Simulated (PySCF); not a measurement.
# C4H12Ge: the cost of one run

Programs: PySCF 2.14.0, with routines of our own; each step states its level. All values are computed. Atoms count from 0.

3 further runs of the same task are left out: 3 for a basis unfit for spin-orbit shieldings.

## 1. The starting structure

17 atoms, charge 0, multiplicity 1; geometry from: GFN2-xTB.

## 2. NMR shieldings: PBE/x2c-SVPall-2c Ge:us-x2c-SVPall-2c, spin-free

What the job is given:

```
{"job": {"xc": "PBE", "basis": {"default": "x2c-SVPall-2c", "Ge": "us-x2c-SVPall-2c"}, "rel": "sf", "kind": "hnmr"}, "charge": 0, "multiplicity": 1}
C     -0.472545    -0.999334    -1.654053
Ge    -0.001413    -0.000896    -0.001443
C     -0.021557     1.950221    -0.378336
C     -1.321610    -0.411909     1.425800
C      1.813589    -0.537703     0.603765
H     -1.462241    -0.720982    -2.003807
H     -0.466470    -2.070186    -1.473759
H      0.236597    -0.787228    -2.448641
H      0.240017     2.516916     0.510297
H     -1.006170     2.271200    -0.705315
H      0.690923     2.199874    -1.158873
H     -2.323316    -0.125823     1.119660
H     -1.327916    -1.474153     1.651505
H     -1.082142     0.126793     2.337803
H      1.850668    -1.601541     0.818389
H      2.554970    -0.320949    -0.159590
H      2.091618    -0.002271     1.506687
```

Method: PBE/x2c-SVPall-2c Ge:us-x2c-SVPall-2c GIAO NMR shielding, spin-free X2C, Gaussian nuclei, gas phase.

The run is started by

```
$ OMP_NUM_THREADS=1 python heavy_run.py task.json out
```

The driver reads the jobs from task.json and runs them one after another.

**Question.** How long does this first job take on 1 thread of Arm Neoverse N1, shared host, and how much memory does it need?

About 30 s, with a peak of 1 GiB.
